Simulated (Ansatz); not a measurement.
# CH₆O₂Si: small, medium and large basis sets

An exercise on one series of results from a longer session: the logs are not shown, and one member is left open.

Program: Ansatz 0.2.0, Gaussian basis. Level of theory: one geometry, several basis sets. These are calculated values, not measurements.

Levels to be run: PBE0-D4/def2-SVP; ωB97M-V/def2-SVP; PBE0-D4/def2-QZVPP; ωB97M-V/def2-QZVPP; the functionals' def2-TZVPP values are taken from earlier runs.

**The geometry**

An earlier PBE0-D4 in a triple-zeta def2 set relaxation fixed the geometry.

SMILES `OC(O)[SiH3]`, 10 atoms, charge 0, spin multiplicity 1.

Atoms are counted from 1 here; the program's logs count them from 0.

Bond lengths: O1–C2 1.404 Å, O1–H5 0.964 Å, C2–O3 1.409 Å, C2–Si4 1.910 Å, C2–H6 1.098 Å, O3–H7 0.963 Å, Si4–H8 1.484 Å, Si4–H9 1.485 Å, Si4–H10 1.489 Å. Angles: C2–O1–H5 108.2°, O1–C2–O3 112.1°, O1–C2–Si4 107.3°, O1–C2–H6 111.0°, O3–C2–Si4 112.0°, O3–C2–H6 104.0°, Si4–C2–H6 110.6°, C2–O3–H7 108.1°, C2–Si4–H8 111.7°, C2–Si4–H9 108.7°, C2–Si4–H10 107.3°, H8–Si4–H9 109.8°, H8–Si4–H10 110.1°, H9–Si4–H10 109.2°.

Set-up of the first run:

in.yaml reads:

```yaml
crystal:
  periodic: [false, false, false]
  atoms:
    - {symbol: O, position_ang: [-0.792207, 0.097367, -1.411038]}
    - {symbol: C, position_ang: [-0.372097, 0.522890, -0.141185]}
    - {symbol: O, position_ang: [0.604006, 1.535520, -0.218238]}
    - {symbol: Si, position_ang: [0.266542, -1.017106, 0.791644]}
    - {symbol: H, position_ang: [-1.172967, 0.853667, -1.871404]}
    - {symbol: H, position_ang: [-1.197799, 0.992352, 0.408935]}
    - {symbol: H, position_ang: [1.383748, 1.167170, -0.647320]}
    - {symbol: H, position_ang: [-0.727228, -2.119730, 0.775656]}
    - {symbol: H, position_ang: [0.567837, -0.632950, 2.194379]}
    - {symbol: H, position_ang: [1.523163, -1.450381, 0.121470]}
basis:
  gaussian: {orbitals: def2-SVP}
hamiltonian: {xc: pbe0, dispersion: d4}
output: {orbitals: {seedname: orbitals}}
```

Launch:

```sh
> ansatz run in.yaml --threads 2 --pin off --events-out ev --progress --plain --max-ram 4352MiB
```

Among the steps run: PBE0-D4 in def2-SVP; ωB97M-V in def2-SVP; PBE0-D4 in def2-QZVPP; ωB97M-V in def2-QZVPP.

One of the session's tables, all rows but one given; the rest of the session is left out.

| functional | basis | HOMO (eV) | LUMO (eV) |
| --- | --- | --- | --- |
| PBE0-D4 | def2-SVP | -7.68 | 1.03 |
| PBE0-D4 | def2-TZVPP | ? | ? |
| PBE0-D4 | def2-QZVPP | -7.90 | 0.22 |
| ωB97M-V | def2-SVP | -9.99 | 2.85 |
| ωB97M-V | def2-TZVPP | -10.18 | 2.04 |
| ωB97M-V | def2-QZVPP | -10.23 | 1.55 |

Q: Estimate the row for PBE0-D4, def2-TZVPP from the others.

**Answer.** HOMO (eV): -7.85; LUMO (eV): 0.48. In the column «HOMO (eV)» it lies between PBE0-D4, def2-QZVPP (-7.90) and PBE0-D4, def2-SVP (-7.68).
